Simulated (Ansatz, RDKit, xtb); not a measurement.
# Isomers of C3H9BO, a sample narrowed down

A sample of isomers of C3H9BO is drawn. Aim: find which of them has the lowest free energy at 298.15 K, then its properties. The sample is small against all isomers, and the most stable one of this formula need not be in it.

The funnel: GFN2-xTB relaxations, single points with a density functional, relaxations at PBE-D3(BJ)/def2-SVP, harmonic vibrations (at GFN2-xTB), and a last energy at a higher level. All values are calculated.

## (1) Possible bonding patterns

Isomers were taken from a list of plausible structures; this is a sample, not all of them. That gives 5 candidates.

```tsv
label	SMILES	spin
c370	BCCCO	singlet
c594	B[C@@H](O)CC	singlet
c604	BC(C)(C)O	singlet
c674	B[C@@H](C)CO	singlet
c975	BC[C@@H](C)O	singlet
```

Candidates are built by distance geometry, with a force field where one applies, in up to four conformers (letters a to d).

**Question.** With final energies at CCSD(T)/def2-SVP + MP2/def2-TZVPP - MP2/def2-SVP, which structure will this search put lowest in free energy, and by what margin?

| quantity | value |
| --- | --- |
| lowest structure found | BC[C@@H](C)O, singlet |
| next finalist | BCCCO, singlet, 4.0 kcal/mol higher in G |
| share at equilibrium, among the finalists | 99.8 % |

The search ends on `BC[C@@H](C)O`. Among the finalists first place is clear (4.0 kcal/mol); structures outside the list aren't covered. GFN2-xTB, HF/STO-3G, r2SCAN-D4/def2-SVP, PBE-D3(BJ)/def2-SVP, HF/def2-SVP and MP2/def2-SVP already put its bonding pattern lowest among the structures in one piece. 5 minima inside the window were never screened. The search is not exhaustive (a finite list of starts, one conformer a finalist), so a lower isomer can't be ruled out. Only 5 drawn patterns were tried, so whole families of isomers are missing, and the result ranks this sample alone. The lowest isomer need not be the one that is made and kept in a bottle, which depends on barriers.
